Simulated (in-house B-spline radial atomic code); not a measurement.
# I: Hartree-Fock with and without relativity

Wanted: relativistic shifts in I, shell by shell.

Method: Hartree-Fock averaged over the configuration, non-relativistic (point nucleus) and Dirac-Coulomb (finite nucleus); spherical all-electron atom at the radial basis limit. Code: in-house B-spline radial atomic code version 1.

## (1) Starting point

| Property | Result |
| --- | --- |
| element | iodine (Z = 53) |
| charge | 0 |
| electrons | 53 |
| configuration | [Kr] 4d10 5s2 5p5 |
| nucleus | point (non-relativistic run); Fermi, rms radius 4.750 fm (Dirac runs) |

The outer shells:

[Kr] 4d10 5s2 5p5
```
[Kr] core
4d [↑↓][↑↓][↑↓][↑↓][↑↓]
5s [↑↓]
5p [↑↓][↑↓][↑ ]
```

The boxes draw the filling by Hund's rule, which heavy ions in jj coupling don't follow; these runs average over all states of the configuration.

## (2) Non-relativistic run

Settings, as recorded:

```ini
Z = 53
electrons = 53.0
configuration = [Kr] 4d10 5s2 5p5
hamiltonian = nr
method = hf
spin_polarised = False
```

## (3) Dirac-Coulomb run

Settings, as recorded:

```ini
Z = 53
electrons = 53.0
configuration = [Kr] 4d10 5s2 5p5
hamiltonian = dirac
method = hf
spin_polarised = False
nucleus = fermi
rms_radius = 4.75
mass_number = 127
atomic_mass = 126.904472592
speed_of_light = 137.035999084
```

## (4) Dirac-Coulomb run in the lowest jj configuration, 1s2 2s2 2p6 3s2 3p6 3d10 4s2 4p6 4d10 5s2 5p-2 5p+3

In configurations, a minus sign after the shell means j = l − 1/2 and a plus sign j = l + 1/2; the count of electrons follows.

The settings differ from step 3 so:

```diff
@@ -2,3 +2,3 @@
 electrons = 53.0
-configuration = [Kr] 4d10 5s2 5p5
+configuration = 1s2 2s2 2p6 3s2 3p6 3d10 4s2 4p6 4d10 5s2 5p-2 5p+3
 hamiltonian = dirac
```

Q: How much does each shell's level and mean radius change with the Dirac Hamiltonian, and the total energy?

As calculated:

Levels and radii; the Dirac values are averaged over j with the occupations as weights.

| shell | ε non-rel. (eV) | ε Dirac (eV) | <r> non-rel. (bohr) | <r> Dirac (bohr) | change of <r> (%) |
| --- | --- | --- | --- | --- | --- |
| 1s | -32032.9 | -33361.1 | 0.02868 | 0.02722 | -5.09 |
| 2s | -4923.88 | -5252.61 | 0.1233 | 0.1166 | -5.45 |
| 2p | -4616.69 | -4714.15 | 0.1052 | 0.1023 | -2.74 |
| 3s | -1032.25 | -1102.78 | 0.3261 | 0.3122 | -4.25 |
| 3p | -901.30 | -923.12 | 0.3170 | 0.3105 | -2.06 |
| 3d | -660.85 | -651.12 | 0.2880 | 0.2877 | -0.09 |
| 4s | -197.13 | -211.17 | 0.7691 | 0.7410 | -3.65 |
| 4p | -148.94 | -152.13 | 0.8053 | 0.7927 | -1.56 |
| 4d | -65.340 | -62.644 | 0.9130 | 0.9196 | +0.71 |
| 5s | -22.344 | -23.860 | 2.094 | 2.014 | -3.83 |
| 5p | -10.971 | -10.959 | 2.502 | 2.478 | -0.94 |

Relativity and the finite nucleus together change the total energy by -197.81 hartree (-2.9 %). The first-order mass-velocity and Darwin terms of the non-relativistic run add up to -180.31 hartree, 91 % of it. Averaged over j, the 2s shell contracts most (-5.45 %), while 4d expands by 0.71 %, being screened better by the contracted inner s and p shells. Spin-orbit coupling splits the 5p level by 1.139 eV and the 2p level by 299.91 eV. The lowest jj configuration lies 0.322 eV below the average over the whole configuration. Breit terms add 5.35 hartree and QED terms 3.56 hartree.
